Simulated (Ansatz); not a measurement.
Geometry optimisation, DFT PBE-D3(BJ), scalar-relativistic, plane waves, PAW in Ansatz 0.2.0.

Input:

```yaml
crystal:
  lattice:
    - [0.0, 5.43, 5.43]
    - [5.43, 0.0, 5.43]
    - [5.43, 5.43, 0.0]
  atoms:
    - { symbol: Si, position: [0.0, 0.0, 0.0] }
    - { symbol: Si, position: [0.125, 0.125, 0.125] }
    - { symbol: Si, position: [0.0, 0.0, 0.5] }
    - { symbol: Si, position: [0.125, 0.125, 0.625] }
    - { symbol: Si, position: [0.0, 0.5, 0.0] }
    - { symbol: Si, position: [0.125, 0.625, 0.125] }
    - { symbol: Si, position: [0.0, 0.5, 0.5] }
    - { symbol: Si, position: [0.125, 0.625, 0.625] }
    - { symbol: Si, position: [0.5, 0.0, 0.0] }
    - { symbol: Si, position: [0.625, 0.125, 0.125] }
    - { symbol: Si, position: [0.5, 0.0, 0.5] }
    - { symbol: Si, position: [0.625, 0.125, 0.625] }
    - { symbol: Si, position: [0.5, 0.5, 0.0] }
    - { symbol: Si, position: [0.625, 0.625, 0.125] }
    - { symbol: Si, position: [0.5, 0.5, 0.5] }
    - { symbol: Si, position: [0.625, 0.625, 0.625] }
    - { symbol: Cu, position: [0.3817147, 0.37228086, 0.37377053] }
total_charge: 1
basis:
  ecutwfc: 420.0
kpoints:
  mp_grid: { grid: [2, 2, 2] }
hamiltonian:
  xc: pbe
  dispersion: d3bj
  pseudopotentials: { kind: paw, azcp: { folder: soft_1 } }
scf:
  occupations: { method: fermi_dirac, width: 0.02 }
  lower_state_search: "off"
relax:
  f_tol: 0.03
  max_steps: 60
  adjacent_minimum: "off"
```

Run as:

```bash
$ ansatz run input.yaml --threads 1 --pin off --max-ram 3072MiB --backend cpu --events-out ev --progress --plain --runs-dir out
```

Where does it end, and by what steps?

It converged. The force dipped under the threshold on the way, but the program's further checks kept it going. Limits of this set-up: coarse k mesh, a small cell, in which the defect meets its images, charged cell in a uniform background, uncorrected. After 14 steps the energy has fallen by 0.145 eV; Cu17 moved furthest, 0.47 Å.

```json
{"step": "0", "energy less start (eV)": "0.0000", "largest force component (eV/Å)": "0.581", "accepted": "yes"}
{"step": "1", "energy less start (eV)": "-0.0960", "largest force component (eV/Å)": "0.178", "accepted": "yes"}
{"step": "2", "energy less start (eV)": "-0.1031", "largest force component (eV/Å)": "0.027", "accepted": "yes"}
{"step": "3", "energy less start (eV)": "-0.1031", "largest force component (eV/Å)": "0.027", "accepted": "yes"}
{"step": "4", "energy less start (eV)": "-0.1039", "largest force component (eV/Å)": "0.023", "accepted": "yes"}
{"step": "5", "energy less start (eV)": "-0.1052", "largest force component (eV/Å)": "0.079", "accepted": "yes"}
{"step": "6", "energy less start (eV)": "-0.1067", "largest force component (eV/Å)": "0.102", "accepted": "yes"}
{"step": "7", "energy less start (eV)": "-0.1118", "largest force component (eV/Å)": "0.161", "accepted": "yes"}
{"step": "8", "energy less start (eV)": "-0.1190", "largest force component (eV/Å)": "0.125", "accepted": "yes"}
{"step": "9", "energy less start (eV)": "-0.1350", "largest force component (eV/Å)": "0.070", "accepted": "yes"}
{"step": "10", "energy less start (eV)": "-0.1388", "largest force component (eV/Å)": "0.081", "accepted": "yes"}
{"step": "11", "energy less start (eV)": "-0.1437", "largest force component (eV/Å)": "0.056", "accepted": "yes"}
{"step": "12", "energy less start (eV)": "-0.1424", "largest force component (eV/Å)": "0.090", "accepted": "no"}
{"step": "13", "energy less start (eV)": "-0.1450", "largest force component (eV/Å)": "0.020", "accepted": "yes"}
{"step": "14", "energy less start (eV)": "-0.1453", "largest force component (eV/Å)": "0.018", "accepted": "yes"}
```

```xyz
17
Lattice="0.0000 5.4300 5.4300 5.4300 0.0000 5.4300 5.4300 5.4300 0.0000" Properties=species:S:1:pos:R:3
Si 0.029 -0.062 -0.062
Si 1.444 1.261 1.262
Si 2.752 2.673 -0.064
Si 4.047 4.087 1.292
Si 2.752 -0.064 2.675
Si 4.050 1.293 4.086
Si 5.313 2.816 2.814
Si 6.830 4.102 4.104
Si 0.083 2.595 2.596
Si 1.337 4.000 3.999
Si 2.672 5.443 2.619
Si 4.146 6.796 4.030
Si 2.676 2.622 5.443
Si 4.147 4.030 6.797
Si 5.550 5.494 5.496
Si 6.717 6.930 6.926
Cu 3.804 4.385 4.380
```

Whether the end is a true minimum wasn't checked by a vibrational analysis.

Time of the run: 100 s on 1 thread of Arm Neoverse V1, with other jobs on the host, peak memory 0.56 GiB.
